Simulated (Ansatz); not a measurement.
# C₃H₇BO₂: how energies converge with the basis set

The task here is to estimate one member of a computed series from the others.

Program: Ansatz 0.2.0, Gaussian basis. Level of theory: one geometry, several basis sets. These are calculated values, not measurements.

Plan: PBE0-D4/def2-SVP; ωB97M-V/def2-SVP; PBE0-D4/def2-QZVPP; ωB97M-V/def2-QZVPP; the functionals' def2-TZVPP values are taken from earlier runs.

## Structure used throughout

All runs share one geometry, relaxed beforehand with PBE0-D4 in a triple-zeta def2 set.

SMILES `CB(C)OC=O`, 13 atoms, charge 0, spin multiplicity 1.

Atoms are counted from 1 here; the program's logs count them from 0.

Bond lengths: C1–B2 1.562 Å, C1–H7 1.098 Å, C1–H8 1.091 Å, C1–H9 1.094 Å, B2–C3 1.561 Å, B2–O4 1.397 Å, C3–H10 1.097 Å, C3–H11 1.092 Å, C3–H12 1.092 Å, O4–C5 1.343 Å, C5–O6 1.191 Å, C5–H13 1.100 Å. Angles: B2–C1–H7 108.7°, B2–C1–H8 113.9°, B2–C1–H9 111.2°, H7–C1–H8 107.8°, H7–C1–H9 105.4°, H8–C1–H9 109.4°, C1–B2–C3 123.1°, C1–B2–O4 114.8°, C3–B2–O4 122.1°, B2–C3–H10 108.2°, B2–C3–H11 111.7°, B2–C3–H12 114.2°, H10–C3–H11 107.2°, H10–C3–H12 105.5°, H11–C3–H12 109.6°, B2–O4–C5 126.2°, O4–C5–O6 126.0°, O4–C5–H13 109.9° and more.

The first run:

The input, in.yaml:

```yaml
crystal:
  periodic: [false, false, false]
  atoms:
    - {symbol: C, position_ang: [-0.389139, -1.820376, -0.016247]}
    - {symbol: B, position_ang: [-0.061159, -0.293861, -0.046893]}
    - {symbol: C, position_ang: [1.388626, 0.268285, 0.088583]}
    - {symbol: O, position_ang: [-1.163783, 0.538550, -0.256987]}
    - {symbol: C, position_ang: [-1.195055, 1.870717, -0.088797]}
    - {symbol: O, position_ang: [-0.496434, 2.500140, 0.642612]}
    - {symbol: H, position_ang: [-0.050427, -2.271404, -0.957973]}
    - {symbol: H, position_ang: [-1.451057, -2.042671, 0.097839]}
    - {symbol: H, position_ang: [0.175315, -2.330693, 0.769904]}
    - {symbol: H, position_ang: [1.555846, 0.535585, 1.139252]}
    - {symbol: H, position_ang: [2.138383, -0.479898, -0.177136]}
    - {symbol: H, position_ang: [1.567752, 1.183837, -0.478282]}
    - {symbol: H, position_ang: [-1.998269, 2.306990, -0.701074]}
basis:
  gaussian: {orbitals: def2-SVP}
hamiltonian: {xc: pbe0, dispersion: d4}
output: {orbitals: {seedname: orbitals}}
```

Steps of the session up to this table: PBE0-D4 in def2-SVP; ωB97M-V in def2-SVP; PBE0-D4 in def2-QZVPP; ωB97M-V in def2-QZVPP.

One table of the session follows, with a row left open; its other results are not shown here.

It belongs to the step «Density functionals: the series». 

```
functional       basis  HOMO (eV)
   PBE0-D4    def2-SVP      -8.18
   PBE0-D4  def2-TZVPP      -8.29
   PBE0-D4  def2-QZVPP          ?
   ωB97M-V    def2-SVP     -10.58
   ωB97M-V  def2-TZVPP     -10.70
   ωB97M-V  def2-QZVPP     -10.72
```

Estimate the missing values for PBE0-D4, def2-QZVPP.

**Answer.** HOMO (eV): -8.31. In the column «HOMO (eV)» it lies between ωB97M-V, def2-SVP (-10.58) and PBE0-D4, def2-TZVPP (-8.29).
